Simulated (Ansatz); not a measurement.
# F2H7PSi2: the cost of one run

Program: Ansatz 0.2.0. Level of theory: RKS LDA/def2-SVP. These are calculated values, not measurements.

## Step 1: Starting point

Bond lengths: Si1–Si2 2.570 Å, Si2–H3 1.460 Å, Si2–H4 1.460 Å, Si2–H5 1.460 Å, Si1–H6 1.460 Å, Si1–F7 1.589 Å, Si1–F8 1.589 Å, Si1–P9 2.480 Å, P9–H10 1.420 Å, P9–H11 1.420 Å, Si2–H12 1.553 Å, P9–H12 1.537 Å. Angles (14 of 27 angles, heavy atoms first): Si2–Si1–F7 109.5°, Si2–Si1–F8 109.5°, Si2–Si1–P9 71.6°, F7–Si1–F8 109.5°, F7–Si1–P9 69.8°, F8–Si1–P9 70.1°, Si1–Si2–H3 109.5°, Si1–Si2–H4 109.5°, Si1–Si2–H5 109.5°, Si1–Si2–H12 69.6°, Si2–Si1–H6 109.5°, H6–Si1–F7 109.5°, H6–Si1–F8 109.5°, H6–Si1–P9 178.9°.

As a file:

```xyz
12

Si    0.0000    0.0000    0.0000
Si    0.0000    0.0000    2.5700
H    -1.3148   -0.4067    3.0574
H     1.0096   -0.9353    3.0574
H     0.3052    1.3420    3.0574
H     1.3768    0.0000   -0.4862
F    -0.7489    1.2974   -0.5295
F    -0.7489   -1.2974   -0.5295
P    -2.3535    0.0075    0.7820
H    -3.1224   -0.8763   -0.0205
H    -2.4045   -0.4180    2.1358
H    -1.4553    0.0046    2.0293
```

## Step 2: Pulling towards end A

Springs on the bonds that form and break draw the guess towards this end; the thresholds are loose.

Contents of input.yaml:

```yaml
crystal:
  periodic: [false, false, false]
  atoms:
    - { symbol: Si, position_ang: [0.0, 0.0, 0.0] }
    - { symbol: Si, position_ang: [0.0, 0.0, 2.57] }
    - { symbol: H, position_ang: [-1.3148, -0.4067, 3.0574] }
    - { symbol: H, position_ang: [1.0096, -0.9353, 3.0574] }
    - { symbol: H, position_ang: [0.3052, 1.342, 3.0574] }
    - { symbol: H, position_ang: [1.3768, 0.0, -0.4862] }
    - { symbol: F, position_ang: [-0.7489, 1.2974, -0.5295] }
    - { symbol: F, position_ang: [-0.7489, -1.2974, -0.5295] }
    - { symbol: P, position_ang: [-2.3535, 0.0075, 0.782] }
    - { symbol: H, position_ang: [-3.1224, -0.8763, -0.0205] }
    - { symbol: H, position_ang: [-2.4045, -0.418, 2.1358] }
    - { symbol: H, position_ang: [-1.4553, 0.0046, 2.0293] }
basis:
  gaussian: { orbitals: def2-SVP }
hamiltonian:
  xc: lda
relax:
  f_tol: 0.15
  max_steps: 25
  restrain:
    - { distance: [0, 8], at: 3.38, k: 30.0 }
    - { distance: [11, 1], at: 2.66, k: 30.0 }
    - { distance: [0, 1], at: 2.22, k: 30.0 }
    - { distance: [11, 8], at: 1.42, k: 30.0 }
```

Launch:

```sh
ansatz run input.yaml --threads 4 --pin off --max-ram 5120MiB --backend cpu --events-out ev --progress --plain --runs-dir out
```

Q: Estimate wall time and peak memory on 4 threads of Arm Neoverse V2, shared host.

About 14 s, with a peak of 0.16 GiB.
